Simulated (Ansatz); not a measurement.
**Nickel, dhcp under m-r²SCAN: from relaxation to bulk modulus**

What does m-r²SCAN give for nickel in the dhcp structure? We relax it, solve it on a dense k-mesh, then scale the cell to 7 volumes from 88 to 112 % of the relaxed one and try a fit of the equation of state. The start is antiferromagnetic (alternate layers). The k-meshes are 14×14×4 for the relaxation; 19×19×5 for the dense run; 17×17×5 for the volumes.

Method: DFT m-r2SCAN, plane waves (500 eV) with PAW, scalar-relativistic; the PAW data stem from PBE, with regenerated cores; m-r²SCAN is r²SCAN on the gauge-invariant kinetic-energy density, in Ansatz 0.2.0.

## 1. The system as given

The structure is hexagonal, space group P6_3/mmc (No. 194). The conventional cell has a = 2.492 Å, b = 2.492 Å, c = 8.138 Å, α = 90.00°, β = 90.00°, γ = 120.00°. Ni (site symmetry -3m) is surrounded by 12 Ni at 2.49 Å. Ni (site symmetry -6m2) has 12 Ni at 2.49 Å as nearest neighbours.

As a file:

```
CELL_PARAMETERS angstrom
2.49176 0.00000 0.00000
-1.24588 2.15792 0.00000
0.00000 0.00000 8.13807
ATOMIC_POSITIONS crystal
Ni 0.00000 0.00000 0.00000
Ni 0.00000 0.00000 0.50000
Ni 0.33333 0.66667 0.25000
Ni 0.66667 0.33333 0.75000
```

Starting moments (μB): +0.8 ×2, -0.8 ×2.

## 2. Geometry optimisation

The input, input.yaml:

```yaml
crystal:
  lattice:
    - [2.491755966, 0.0, 0.0]
    - [-1.245877983, 2.1579239666, 0.0]
    - [0.0, 0.0, 8.138074985]
  atoms:
    - { symbol: Ni, position: [0.0, 0.0, 0.0], spin: 0.8 }
    - { symbol: Ni, position: [0.0, 0.0, 0.5], spin: 0.8 }
    - { symbol: Ni, position: [0.3333333333, 0.6666666667, 0.25], spin: -0.8 }
    - { symbol: Ni, position: [0.6666666667, 0.3333333333, 0.75], spin: -0.8 }
hamiltonian:
  xc: mr2scan
  pseudopotentials:
    kind: paw
    azcp:
      Ni: "pseudopotentials/Ni.paw.azcp"
basis:
  ecutwfc: 500
  fft_grid_basis: typed
kpoints:
  mp_grid: { grid: [14, 14, 4], shift: [0, 0, 0] }
magnetization:
  spin_polarized: true
scf:
  occupations: { method: fermi_dirac, width: 0.05 }
relax:
  max_steps: 60
  f_tol: 0.01
  cell: {}
```

Started as:

```console
ansatz run input.yaml --threads 2 --pin off --max-ram 5120MiB --backend cpu --events-out ev --progress --plain --runs-dir out
```

Further steps of the session: The energy on a finer k-mesh; Equation of state: 88 %; Equation of state: 92 %; Equation of state: 96 %; Equation of state: 100 %; Equation of state: 104 %; Equation of state: 108 %; Equation of state: 112 %.

Q: Predict the outcome of this session. Wanted: space group; conventional cell; volume; shortest distance; gap on the mesh; magnetic state; relative to fcc, ferromagnetic; V₀, B₀, B₀′.

The runs gave:

```
                      quantity                                   value
space group (spins left aside)                      P6_3/mmc (No. 194)
             conventional cell  a = 2.451 Å, c = 8.042 Å (c/a = 3.281)
                        volume                          10.460 Å³/atom
             shortest distance                                 2.451 Å
               gap on the mesh            none (levels filled in part)
                magnetic state   ferromagnetic, up to 0.67 μB per atom
relative to fcc, ferromagnetic                            +16 meV/atom
                   V₀, B₀, B₀′            10.466 Å³/atom, 224 GPa, 4.9
```

What this shows: The relaxation shrank the cell by 4.4 % in volume. It lies 16 meV/atom above the element's reference form at the same level (fcc, ferromagnetic, from a run of its own). The final state is ferromagnetic (largest moment 0.67 μB). That is not the order it started in. No gap shows: it is a metal or semimetal at this level. B₀ comes out at 224 GPa; letting shape and positions relax at each volume could only lower it. Relaxation kept the symmetry; phonons were not checked.
